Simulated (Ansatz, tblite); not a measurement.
**Cu(PH3)(OH) (CuH4OP): charged states by level of theory**

An exercise on one series of results from a longer session: the logs are not shown, and one member is left open.

Method: as each input shows; program: Ansatz 0.2.0, Gaussian basis.

The runs, in order: charge +1 doublet, at the geometry of the singlet (PBE0-D4/def2-TZVP, PBE-D4/def2-TZVP, r2SCAN-D4/def2-TZVP, LC-ωPBE(0.10)/def2-TZVP, LC-ωPBE(0.15)/def2-TZVP, LC-ωPBE(0.20)/def2-TZVP, LC-ωPBE(0.30)/def2-TZVP, CCSD(T)/def2-TZVPP); charge +1 doublet, relaxed (PBE0-D4/def2-TZVP, PBE-D4/def2-TZVP); charge -1 doublet, at the geometry of the singlet (PBE0-D4/def2-TZVPD, PBE-D4/def2-TZVPD, r2SCAN-D4/def2-TZVPD, LC-ωPBE(0.10)/def2-TZVP, LC-ωPBE(0.15)/def2-TZVP, LC-ωPBE(0.20)/def2-TZVP, LC-ωPBE(0.30)/def2-TZVP); the starting singlet's energies come from earlier runs.

## The structure

The geometry is that of the singlet, from an earlier relaxation (B3LYP-D4/def2-TZVP).

7 atoms, charge 0, spin multiplicity 1.

Atoms are counted from 1 here; the program's logs count them from 0.

Bond lengths: Cu1–P2 2.154 Å, Cu1–O6 1.796 Å, P2–H3 1.409 Å, P2–H4 1.409 Å, P2–H5 1.409 Å, O6–H7 0.961 Å. Angles: P2–Cu1–O6 175.5°, Cu1–P2–H3 119.9°, Cu1–P2–H4 118.8°, Cu1–P2–H5 119.5°, H3–P2–H4 98.0°, H3–P2–H5 97.9°, H4–P2–H5 98.0°, Cu1–O6–H7 114.5°.

Formally the metal is d10. No spin-orbit coupling is included.

The first run:

in.yaml

```yaml
crystal:
  periodic: [false, false, false]
  atoms:
    - {symbol: Cu, position_ang: [-0.030562, 0.052261, -0.950342]}
    - {symbol: P, position_ang: [-0.060547, 0.078288, 1.203233]}
    - {symbol: H, position_ang: [-0.770439, -0.914153, 1.908138]}
    - {symbol: H, position_ang: [-0.593772, 1.204891, 1.860317]}
    - {symbol: H, position_ang: [1.152493, -0.007994, 1.914608]}
    - {symbol: O, position_ang: [-0.078251, 0.150640, -2.742916]}
    - {symbol: H, position_ang: [0.381088, -0.563942, -3.193027]}
basis:
  gaussian: {orbitals: def2-SVP}
total_charge: 1
magnetization: {spin_polarized: true, initial_magnetization: 1}
hamiltonian: {xc: pbe0, dispersion: d4}
output: {orbitals: {seedname: orbitals}}
```

On the command line:

```bash
$ ansatz run in.yaml --threads 4 --pin off --events-out ev --progress --plain --max-ram 3916MiB
```

Steps of the session up to this table: Charge +1 doublet at the fixed geometry, first pass, PBE0-D4/def2-SVP; Charge +1 doublet at the fixed geometry, PBE0-D4/def2-TZVP; Charge +1 doublet at the fixed geometry, PBE-D4/def2-TZVP; Charge +1 doublet at the fixed geometry, r2SCAN-D4/def2-TZVP; Charge +1 doublet at the fixed geometry, LC-ωPBE(0.10)/def2-TZVP; Charge +1 doublet at the fixed geometry, LC-ωPBE(0.15)/def2-TZVP; Charge +1 doublet at the fixed geometry, LC-ωPBE(0.20)/def2-TZVP; Charge +1 doublet at the fixed geometry, LC-ωPBE(0.30)/def2-TZVP; Charge +1 doublet at the fixed geometry, CCSD(T)/def2-TZVPP.

One of the session's tables, all rows but one given; the rest of the session is left out.

It belongs to the step «Vertical ionisation energy». 

```
             method  vertical ionisation energy (eV)
      HF/def2-TZVPP                             6.71
   PBE-D4/def2-TZVP                             8.44
r2SCAN-D4/def2-TZVP                             8.34
  PBE0-D4/def2-TZVP                                ?
     MP2/def2-TZVPP                             9.15
    CCSD/def2-TZVPP                             8.42
 CCSD(T)/def2-TZVPP                             8.59
```

Estimate the missing values for PBE0-D4/def2-TZVP.

The run gave: vertical ionisation energy (eV): 8.37. In the column «vertical ionisation energy (eV)» it lies between r2SCAN-D4/def2-TZVP (8.34) and CCSD/def2-TZVPP (8.42).
